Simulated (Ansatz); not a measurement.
Run this with Ansatz's Python interface and show what comes out.

`edit.py`
```python
# -*- coding: utf-8 -*-
"""Editing single keys of the input for GaTc."""

import logging
import sys

import ansatz as az
from pymatgen.core import Lattice, Structure
from pymatgen.io.ase import AseAtomsAdaptor
from tabulate import tabulate

logging.basicConfig(stream=sys.stdout, format="[%(levelname)s] %(message)s")
log = logging.getLogger("run")
log.setLevel(logging.INFO)

XC = "pbesol"
K_LENGTH = 17
OCCUPATIONS = "gaussian"

pmg_structure = Structure(
    Lattice([[2.85887044, 0.0, 0.0], [-1.42943522, 2.47585443, 0.0], [0.0, 0.0, 4.07629366]]),
    ["Ga", "Tc"],
    [
        [2 / 3, 1 / 3, 0.5],
        [1 / 3, 2 / 3, 0.0],
    ],
)
cell = az.Crystal.from_ase(AseAtomsAdaptor.get_atoms(pmg_structure))

model = (
    cell.calculation()
    .functional(XC)
    .kpoints(length=K_LENGTH)
    .occupations(OCCUPATIONS)
    .mixing("msr1", preconditioner="kerker")
    .band_table()
)
typed = model.input()
rows = []
for value in [2, 5, 10]:
    edited = typed.set(az.key.scf.mixing.ndim, value)
    report = az.Session.from_dict(edited).plan().execute().report
    rows.append((value, report["free_energy_ev"], report["n_iterations"], len(report["eigenvalues_ev"][0]) if "eigenvalues_ev" in report else 0))
print(tabulate(rows, headers=["history", "F eV", "iterations", "bands listed"], floatfmt=".4f", tablefmt="github"))
print(edited.to_yaml())
```

```console
$ python edit.py
DeckWarning: basis.ecutwfc = 500 eV, auto-derived from the records' recommended cutoffs: set by Tc (normal level)
|   history |       F eV |   iterations |   bands listed |
|-----------|------------|--------------|----------------|
|         2 | -9081.1403 |           16 |             18 |
|         5 | -9081.1403 |           10 |             18 |
|        10 | -9081.1403 |            8 |             18 |
crystal:
  lattice:
    - [2.85887044, 0.0, 0.0]
    - [-1.42943522, 2.47585443, 0.0]
    - [0.0, 0.0, 4.07629366]
  atoms:
    - { symbol: Ga, position: [0.6666666666666666, 0.3333333333333333, 0.5] }
    - { symbol: Tc, position: [0.3333333333333333, 0.6666666666666666, 0.0] }
kpoints:
  mp_grid:
    grid: [7, 7, 4]
hamiltonian:
  xc: pbesol
scf:
  mixing:
    algorithm: msr1
    preconditioner: kerker
    ndim: 10
  occupations:
    method: gaussian
output:
  eigenvalues: true
```
(Warnings from the package without file and line.)

What to keep in mind:
- The settings weren't tested for convergence.
- The mesh is modest for a metal, so energies can be off by several to tens of meV an atom and pressures by half a GPa or more; differences at equal mesh fare better.
- This cell is a computed structure, which may not be the phase found in nature.
- Hardware and time: 6.8 s on 1 thread of Arm Neoverse V1, on a shared host, peak memory 0.4 GiB.
